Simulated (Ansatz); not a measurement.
# CH3LiOSi: functionals against CCSD(T) at one geometry

The task here is to estimate one member of a computed series from the others.

The runs use Ansatz 0.2.0, Gaussian basis; single points in def2-TZVPP.

Correlated methods freeze the cores. The outer core shell of Li, Na, Mg and K is correlated.

### The system as given

SMILES `[Li][O][SiH]=C`, 7 atoms, charge 0, spin multiplicity 1.

Atoms are counted from 1 here; the program's logs count them from 0.

Bond lengths: Li1–O2 1.587 Å, O2–Si3 1.464 Å, Si3–C4 1.782 Å, Si3–H5 1.582 Å, C4–H6 0.999 Å, C4–H7 1.133 Å. Angles: Li1–O2–Si3 170.0°, O2–Si3–C4 139.7°, O2–Si3–H5 114.2°, C4–Si3–H5 105.8°, Si3–C4–H6 135.2°, Si3–C4–H7 108.1°, H6–C4–H7 116.4°.

Geometry (Å):

```xyz
7
charge 0, multiplicity 1
Li   -0.06520   -2.88990    1.27520
O     0.33010   -1.46930    0.68860
Si    0.44850   -0.09980    0.18620
C    -0.50300    1.10110   -0.72450
H     1.89220    0.52700    0.34690
H    -0.33200    2.01820   -1.08110
H    -1.56710    0.72060   -0.80310
```

Set-up of the first run:

Contents of run/in.yaml:

```yaml
crystal:
  periodic: [false, false, false]
  atoms:
    - {symbol: Li, position_ang: [-0.065200, -2.889900, 1.275200]}
    - {symbol: O, position_ang: [0.330100, -1.469300, 0.688600]}
    - {symbol: Si, position_ang: [0.448500, -0.099800, 0.186200]}
    - {symbol: C, position_ang: [-0.503000, 1.101100, -0.724500]}
    - {symbol: H, position_ang: [1.892200, 0.527000, 0.346900]}
    - {symbol: H, position_ang: [-0.332000, 2.018200, -1.081100]}
    - {symbol: H, position_ang: [-1.567100, 0.720600, -0.803100]}
basis:
  gaussian: {orbitals: def2-TZVPP}
correlation: {method: ccsd_t}
output: {forces: true}
```

The command line of these runs was not kept.

Among the steps run: CCSD(T)/def2-TZVPP; PBE0-D4/def2-TZVPP; wB97M-V/def2-TZVPP; r2SCAN-D4/def2-TZVPP; PBE-D4/def2-TZVPP; LC-wPBE/def2-TZVPP; BLYP-D4/def2-TZVPP.

One table of the session follows, with a row left open; its other results are not shown here.

```
   method  RMS force component (eV/Å)  angle to CCSD(T) forces (°)  dipole (D)
  CCSD(T)                       3.184                    reference        9.75
  PBE0-D4                       3.164                          2.2        9.70
  wB97M-V                       3.209                          2.5        9.79
r2SCAN-D4                       3.159                          1.5        9.75
   PBE-D4                           ?                            ?           ?
  LC-wPBE                       3.234                          3.9        9.88
  BLYP-D4                       3.264                          2.4        9.48
```

**Question.** Estimate the row for PBE-D4.

**Answer.** RMS force component (eV/Å): 3.247; angle to CCSD(T) forces (°): 2.4; dipole (D): 9.52. In the column «RMS force component (eV/Å)» it lies between LC-wPBE (3.234) and BLYP-D4 (3.264).
